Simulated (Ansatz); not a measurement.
# C3H8AlBO: the cost of one run

Computed with Ansatz 0.2.0 through its Python package. The levels of theory stand in the script.

## 1. Starting point

Bond lengths: C1–C2 1.287 Å, C2–B3 1.575 Å, B3–Al4 2.049 Å, C2–O5 1.389 Å, O5–C6 1.431 Å, C1–H7 1.111 Å, C1–H8 1.069 Å, B3–H9 1.229 Å, Al4–H10 1.661 Å, Al4–H11 1.524 Å, C6–H12 1.121 Å, C6–H13 1.106 Å, C6–H14 1.105 Å. Angles (14 of 19 angles, heavy atoms first): C1–C2–B3 118.7°, C1–C2–O5 119.0°, B3–C2–O5 122.3°, C2–B3–Al4 129.4°, C2–O5–C6 126.0°, C2–C1–H7 119.0°, C2–C1–H8 123.8°, C2–B3–H9 116.6°, Al4–B3–H9 114.0°, B3–Al4–H10 116.4°, B3–Al4–H11 124.3°, O5–C6–H12 111.0°, O5–C6–H13 107.5°, O5–C6–H14 108.3°.

No structure file is read: the coordinates are typed or built in the script.

## 2. The script

Input file c3h8albo.py:

```python
"""Size of D3 and D4 in C3H8AlBO."""

import ansatz as az
from ase import Atoms

atoms = Atoms(["C", "C", "B", "Al", "O", "C", "H", "H", "H", "H", "H", "H", "H", "H"], positions=[
    (-1.8504, -0.0512, 0.1338),
    (-0.5992, 0.1795, 0.3253),
    (0.4439, -0.4206, -0.6906),
    (0.1197, -1.5331, -2.3806),
    (-0.2136, 0.9221, 1.4346),
    (1.131, 1.2367, 1.8109),
    (-2.5938, 0.413, 0.8168),
    (-2.238, -0.5521, -0.7272),
    (1.6313, -0.2284, -0.4386),
    (-1.4644, -1.8659, -2.7516),
    (1.2277, -2.0851, -3.2699),
    (1.1543, 1.8327, 2.7595),
    (1.5749, 1.8324, 0.9913),
    (1.6638, 0.2908, 2.015),
])
c3h8albo = az.Crystal.molecule_from_ase(atoms)

job = c3h8albo.calculation().basis(gaussian="def2-SVP")
for name in ["pbe0", "r2scan"]:
    for correction in ("d3bj", "d4"):
        summary = job.functional(name, dispersion=correction).run(threads=1, pin="off").report
        print(f"{name:8s} {correction:5s} total {summary['free_energy_ev']:.5f} eV, of which dispersion {1000 * summary['dispersion']['energy']['ev']:.2f} meV")
```

## 3. What the engine is handed

The engine receives this input (first run):

```yaml
crystal:
  periodic: [false, false, false]
  atoms:
    - { symbol: C, position_ang: [-1.8504, -0.0512, 0.1338] }
    - { symbol: C, position_ang: [-0.5992, 0.1795, 0.3253] }
    - { symbol: B, position_ang: [0.4439, -0.4206, -0.6906] }
    - { symbol: Al, position_ang: [0.1197, -1.5331, -2.3806] }
    - { symbol: O, position_ang: [-0.2136, 0.9221, 1.4346] }
    - { symbol: C, position_ang: [1.131, 1.2367, 1.8109] }
    - { symbol: H, position_ang: [-2.5938, 0.413, 0.8168] }
    - { symbol: H, position_ang: [-2.238, -0.5521, -0.7272] }
    - { symbol: H, position_ang: [1.6313, -0.2284, -0.4386] }
    - { symbol: H, position_ang: [-1.4644, -1.8659, -2.7516] }
    - { symbol: H, position_ang: [1.2277, -2.0851, -3.2699] }
    - { symbol: H, position_ang: [1.1543, 1.8327, 2.7595] }
    - { symbol: H, position_ang: [1.5749, 1.8324, 0.9913] }
    - { symbol: H, position_ang: [1.6638, 0.2908, 2.015] }
basis:
  gaussian:
    orbitals: def2-SVP
hamiltonian:
  xc: pbe0
  dispersion: d3bj
```

## 4. Launch

On the command line:

```sh
> python c3h8albo.py
```

**Question.** How long does this script take on 1 thread of INTEL XEON PLATINUM 8581C at 2.10GHz (Emerald Rapids), shared host, and how much memory does it need?

About 16 s, with a peak of 0.33 GiB.
